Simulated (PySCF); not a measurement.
**Solver options tried on MoCl3 (quartet)**

Aim: find out which solver settings change the answer for MoCl3 (quartet).

The runs use PySCF 2.14.0; method and basis as typed in the scripts.

3 further runs of the same task are left out: 1 for a known fault of the program, 2 that didn't finish.

### 1 The system as given

MoCl3 (quartet): 4 atoms, charge 0, spin multiplicity 4.

Bond lengths: Mo1–Cl2 2.322 Å, Mo1–Cl3 2.322 Å, Mo1–Cl4 2.322 Å. Angles: Cl2–Mo1–Cl3 120.0°, Cl2–Mo1–Cl4 120.0°, Cl3–Mo1–Cl4 120.0°.

Geometry (Å):

```xyz
4
charge 0, multiplicity 4
Mo    0.0000    0.0000    0.0000
Cl    2.3223    0.0000    0.0000
Cl   -1.1611    2.0112    0.0000
Cl   -1.1612   -2.0112    0.0000
```

### 2 The base run

Contents of input.py:

```python
from pyscf import gto, scf, mp

mol = gto.M(
    atom='Mo 0 0 0; Cl 2.3223 0 0; Cl -1.1611 2.0112 0; Cl -1.1612 -2.0112 0',
    basis='def2-svp',
    ecp={'Mo': 'def2-svp'},
    charge=0,
    spin=3,
    symmetry=True,
    verbose=4,
)
mf = scf.UHF(mol)
mf = mf.newton()
mf.kernel()
mp.MP2(mf, frozen=15).kernel()
mf.dip_moment()
print('orbital energies (hartree):', [e[max(0, n-3):n+3].round(4) for e, n in zip(mf.mo_energy, mol.nelec)])
```

On the command line:

```console
$ OMP_NUM_THREADS=1 python input.py
```

The log of this run is left out.

Base result: E(SCF) = -1445.759622 Eh, 3 macro-iterations, E(MP2) − E(SCF) = -0.65880 Eh, ⟨S²⟩ = 3.794, μ = 0.00 D (of the SCF density).

No search for the lowest state was made; open d or f shells can end in a higher solution. The quartet is typed in the script; nothing here shows that it is the ground state.

### 3 Initial guess 1e

Variant 1 changes initial guess: minao → 1e.

Contents of input.py:

```python
from pyscf import gto, scf, mp

mol = gto.M(
    atom='Mo 0 0 0; Cl 2.3223 0 0; Cl -1.1611 2.0112 0; Cl -1.1612 -2.0112 0',
    basis='def2-svp',
    ecp={'Mo': 'def2-svp'},
    charge=0,
    spin=3,
    symmetry=True,
    verbose=4,
)
mf = scf.UHF(mol)
mf.init_guess = '1e'
mf = mf.newton()
mf.kernel()
mp.MP2(mf, frozen=15).kernel()
mf.dip_moment()
print('orbital energies (hartree):', [e[max(0, n-3):n+3].round(4) for e, n in zip(mf.mo_energy, mol.nelec)])
```

On the command line:

```console
$ OMP_NUM_THREADS=1 python input.py
```

### 4 Point-group symmetry off

Variant 2 changes point-group symmetry: on → off.

input.py: that of step 2 with these lines changed.

```diff
@@ -8,3 +8,2 @@
     spin=3,
-    symmetry=True,
     verbose=4,
```

Before running it: what results should come out? Wanted: for each run, E(SCF); from base; gap, α spin; SCF dipole; after the SCF.

As calculated:

```csv
run,E(SCF) (hartree),from base (eV),cycles,"gap, α spin (eV)",SCF dipole (D),after the SCF
base,-1445.759622,0,3 macro,11.15,0.00,"MP2 correlation -17.927 eV, core frozen"
initial guess 1e,-1445.654775,+2.8530,11 macro,8.44,0.00,"MP2 correlation -17.734 eV, core frozen"
point-group symmetry off,-1445.759622,0.0000,3 macro,11.15,0.00,"MP2 correlation -17.927 eV, core frozen"
```

Distance from each run's final energy (log10 hartree) by cycle:

```csv
run,cycle 1,cycle 2,cycle 3,cycle 5,cycle 8,cycle 12
base,-2.7,-9.3,< -11,done,done,done
initial guess 1e,0.6,0.2,0.0,-0.6,-2.0,done
point-group symmetry off,-2.7,-9.3,< -11,done,done,done
```

In words: The SCF energy stays the same, to the digits that matter, with point-group symmetry off. With initial guess 1e the SCF ends in another solution, 2.85 eV higher: the path to self-consistency decides the state here. The dearest run is “initial guess 1e”, at 16 s against 5.4 s.
